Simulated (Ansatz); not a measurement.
# Ag-Zn mixtures: scan of ordered alloys across composition from a Python script

Aim: a scan of ordered alloys across composition, for Ag-Zn mixtures, run from a script.

Program: the Python package of Ansatz 0.2.0. Level of theory: DFT PBEsol+D4, plane waves, PAW. These are calculated values, not measurements.

## 1. The system

Ag Fm-3m: It takes space group Fm-3m (No. 225, cubic). Conventional cell: a = 4.090 Å, b = 4.090 Å, c = 4.090 Å, α = 90.00°, β = 90.00°, γ = 90.00°. Ag (site symmetry m-3m) is surrounded by 12 Ag at 2.89 Å.

ZnAg3 Pm-3m: The structure is cubic, space group Pm-3m (No. 221). Conventional cell: a = 4.053 Å, b = 4.053 Å, c = 4.053 Å, α = 90.00°, β = 90.00°, γ = 90.00°. Around Zn (site symmetry m-3m) lie 12 Ag at 2.87 Å. Ag (site symmetry 4/mmm) is surrounded by 4 Zn at 2.87 Å and 8 Ag at 2.87 Å.

ZnAg P4/mmm: It takes space group P4/mmm (No. 123, tetragonal). Conventional cell: a = 2.839 Å, b = 2.839 Å, c = 4.015 Å, α = 90.00°, β = 90.00°, γ = 90.00°. Zn (site symmetry 4/mmm) has 4 Zn at 2.84 Å and 8 Ag at 2.84 Å as nearest neighbours. Ag (site symmetry 4/mmm) has 8 Zn at 2.84 Å and 4 Ag at 2.84 Å as nearest neighbours.

Zn3Ag Pm-3m: Symmetry: Pm-3m, No. 221, cubic system. The conventional cell has a = 3.978 Å, b = 3.978 Å, c = 3.978 Å, α = 90.00°, β = 90.00°, γ = 90.00°. Zn (site symmetry 4/mmm) is surrounded by 8 Zn at 2.81 Å and 4 Ag at 2.81 Å. Ag (site symmetry m-3m) has 12 Zn at 2.81 Å as nearest neighbours.

Zn Fm-3m: It takes space group Fm-3m (No. 225, cubic). Conventional cell: a = 3.940 Å, b = 3.940 Å, c = 3.940 Å, α = 90.00°, β = 90.00°, γ = 90.00°. Zn (site symmetry m-3m) has 12 Zn at 2.79 Å as nearest neighbours.

The script holds or builds the structure itself.

## 2. The script

File ag_alloy.py:

```python
'''Mixing of Ag and Zn on the fcc lattice, after relaxing cells and atoms.'''

from collections import Counter
import logging
import sys
import warnings

import ansatz as az
import numpy as np

logging.basicConfig(stream=sys.stdout, format='%(levelname)s %(message)s')
log = logging.getLogger('ansatz_job')
log.setLevel(logging.INFO)

XC = 'pbesol'
VDW = 'd4'
CUTOFF = 500
K_SPACING = 0.3
OCCUPATIONS = 'gaussian'
SIGMA = 0.1


def fcc(first, a):
    return (
        az.Lattice.fcc(a)
        .space_group(225)
        .atom(first, (0, 0, 0))
        .primitive()
    )

A_FIRST, A_LAST = 4.09, 3.94


def compute(name, crystal):
    calc = crystal.calculation()
    calc = calc.functional(XC, dispersion=VDW)
    calc = calc.basis(CUTOFF).kpoints(spacing=K_SPACING)
    calc = calc.occupations(OCCUPATIONS, width=SIGMA).band_table()
    calc = calc.relax(force_tolerance=0.03, cell=True)
    return calc.run()


def volume_per_atom(outcome):
    return abs(np.linalg.det(outcome.lattice.cell_ang)) / len(outcome.lattice.sites)


def counts(outcome):
    return Counter(site.symbol for site in outcome.lattice.sites)

warnings.simplefilter('ignore')

# ordered cells: the first k mixed sites take the second element
phases = {}
for k in range(4 + 1):
    a = A_FIRST + (A_LAST - A_FIRST) * k / 4
    cell = fcc('Ag', a).conventional().resolved()
    sites = [site.position for site in cell.sites if site.symbol == 'Ag']
    for position in sites[:k]:
        cell = cell.substitution('Zn', at=position, replaces='Ag')
    phases[f'Ag{4 - k}Zn{k}'] = cell.resolved()

done = {name: compute(name, crystal) for name, crystal in phases.items()}

# x is the share of the second element on the mixed sites; both end members stand on this same lattice
x = {name: counts(o)['Zn'] / (counts(o)['Ag'] + counts(o)['Zn']) for name, o in done.items()}
first, last = min(x, key=x.get), max(x, key=x.get)
energy = {name: o.report['energy_sigma0_ev'] / len(o.lattice.sites) for name, o in done.items()}
volume = {name: volume_per_atom(o) for name, o in done.items()}
rows = []
for name in sorted(done, key=x.get):
    line = lambda table: (1 - x[name]) * table[first] + x[name] * table[last]
    rows.append((name, x[name], 1000 * (energy[name] - line(energy)), volume[name], 100 * (volume[name] / line(volume) - 1)))
log.info('| cell | x(Zn) | E_mix (meV/atom) | V (A^3/atom) | excess V (%) |')
log.info('| --- | --- | --- | --- | --- |')
for row in rows:
    log.info(f'| {row[0]} | {row[1]:.3f} | {row[2]:+.1f} | {row[3]:.3f} | {row[4]:+.2f} |')
```

## 3. The input behind the calls

The engine receives this input (first run):

```yaml
crystal:
  lattice:
    - [4.09, 0.0, 0.0]
    - [2.5044027042563373e-16, 4.09, 0.0]
    - [2.5044027042563373e-16, 2.5044027042563373e-16, 4.09]
  atoms:
    - { symbol: Ag, position: [0.0, 0.0, 0.0] }
    - { symbol: Ag, position: [0.0, 0.5, 0.5] }
    - { symbol: Ag, position: [0.5, 0.0, 0.5] }
    - { symbol: Ag, position: [0.5, 0.5, 0.0] }
basis:
  ecutwfc: 500.0
kpoints:
  mp_grid:
    kspacing: 0.3
hamiltonian:
  xc: pbesol
  dispersion: d4
scf:
  occupations:
    method: gaussian
    width: 0.1
relax:
  f_tol: 0.03
  cell: {}
output:
  eigenvalues: true
```

## 4. Launch

Launch:

```sh
python ag_alloy.py
```

Output:

```text
INFO | cell | x(Zn) | E_mix (meV/atom) | V (A^3/atom) | excess V (%) |
INFO | --- | --- | --- | --- | --- |
INFO | Ag4Zn0 | 0.000 | +0.0 | 16.269 | +0.00 |
INFO | Ag3Zn1 | 0.250 | -51.4 | 15.569 | -0.41 |
INFO | Ag2Zn2 | 0.500 | -82.1 | 14.878 | -0.80 |
INFO | Ag1Zn3 | 0.750 | -48.2 | 14.195 | -1.17 |
INFO | Ag0Zn4 | 1.000 | +0.0 | 13.727 | +0.00 |
```

It took 51 s on 1 thread of Intel Xeon 6975P-C (Granite Rapids), shared host; peak memory 0.55 GiB.

## 5. The engine's runs

The 5 runs, in the order started:

| run | system | space group at the end | energy (eV/atom) | from the elements (meV/atom) | final volume (Å³/atom) | pressure (GPa) | SCF cycles in all | CPU time (s) |
| --- | --- | --- | --- | --- | --- | --- | --- | --- |
| 1 | Ag (4 atoms) | Fm-3m | -7522.5846 | 0.0 | 16.27 | -0.01 | 29 | 8.3 |
| 2 | ZnAg3 (4 atoms) | Pm-3m | -6462.2576 | -51.4 | 15.57 | -0.04 | 33 | 8.8 |
| 3 | ZnAg (4 atoms) | P4/mmm | -5401.9099 | -82.1 | 14.88 | -0.01 | 39 | 18 |
| 4 | Zn3Ag (4 atoms) | Pm-3m | -4341.4978 | -48.2 | 14.20 | -0.02 | 32 | 7.8 |
| 5 | Zn (4 atoms) | Fm-3m | -3281.0712 | 0.0 | 13.73 | -0.04 | 29 | 6.5 |

Energies are extrapolated to zero smearing width, as in the script. Totals carry meaning only in balanced differences at one level of theory.

## 6. How the relaxation of run 3 went

The steps of the relaxation:

| step | energy from step 1 (eV/cell) | largest force component (eV/Å) | pressure (GPa) | volume (Å³) |
| --- | --- | --- | --- | --- |
| 1 | 0.0000 | 0.0000 | -8.21 | 64.72 |
| 2 | -0.1475 | 0.0000 | 2.93 | 58.24 |
| 3 | -0.1611 | 0.0000 | -0.40 | 59.71 |
| 4 | -0.1617 | 0.0000 | -0.03 | 59.52 |
| 5 | -0.1617 | 0.0000 | 0.00 | 59.51 |
| 6 | -0.1614 | 0.0000 | -0.01 | 59.51 |

Step 1 is the start. Step 6 repeats the geometry before it on a plane-wave basis chosen anew for that cell, so its energy need not be comparable with the rows above.

|  | before | after | change |
| --- | --- | --- | --- |
| a (Å) | 4.015 | 3.811 | -5.1 % |
| b (Å) | 4.015 | 3.952 | -1.6 % |
| c (Å) | 4.015 | 3.952 | -1.6 % |
| volume (Å³/atom) | 16.18 | 14.88 | -8.1 % |
| shortest distance (Å) | 2.839 | 2.745 | -3.3 % |
| space group (0.01 Å) | P4/mmm | P4/mmm | same |

Forces and stress were held to the start's 32 operations: a distortion of lower symmetry was not tested.

## 7. Path of the relaxation of run 4

Step by step:

```
step  energy from step 1 (eV/cell)  largest force component (eV/Å)  pressure (GPa)  volume (Å³)
   1                        0.0000                          0.0000           -8.40        62.93
   2                       -0.1752                          0.0000            0.93        56.30
   3                       -0.1764                          0.0000           -0.22        56.90
   4                       -0.1765                          0.0000           -0.01        56.78
   5                       -0.1760                          0.0000           -0.02        56.78
```

Step 1 is the start. Step 5 repeats the geometry before it on a plane-wave basis chosen anew for that cell, so its energy need not be comparable with the rows above.

|  | before | after | change |
| --- | --- | --- | --- |
| a (Å) | 3.978 | 3.844 | -3.4 % |
| b (Å) | 3.978 | 3.844 | -3.4 % |
| c (Å) | 3.978 | 3.844 | -3.4 % |
| volume (Å³/atom) | 15.73 | 14.20 | -9.8 % |
| shortest distance (Å) | 2.813 | 2.718 | -3.4 % |
| space group (0.01 Å) | Pm-3m | Pm-3m | same |

Forces and stress were held to the start's 48 operations: a distortion of lower symmetry was not tested.

## 8. Summary of results

| quantity | value |
| --- | --- |
| runs compared | 5 |
| energy of ZnAg3 (run 2) from the elements | -51 meV/atom |
| energy of ZnAg (run 3) from the elements | -82 meV/atom |
| energy of Zn3Ag (run 4) from the elements | -48 meV/atom |

Mixing energies: -51 meV an atom at x(Zn) = 0.25 (volume -0.4 % off the straight line), -82 meV an atom at x(Zn) = 0.50 (volume -0.8 % off the straight line) and -48 meV an atom at x(Zn) = 0.75 (volume -1.2 % off the straight line). All are negative, so these cells are favoured over the separated end members on this lattice. In run 3, the volume shrank by 8.1 % over 4 moves, and the space group stayed P4/mmm. In run 4, the volume shrank by 9.8 % over 3 moves, and the space group stayed Pm-3m. Reading the output:
- These are small ordered cells, with both end members on the same lattice, which need not be their own; they aren't random solutions. Differences under about 40 meV an atom lie within the error of mesh and functional.
- The cells are prototypes set up for this calculation and needn't exist.
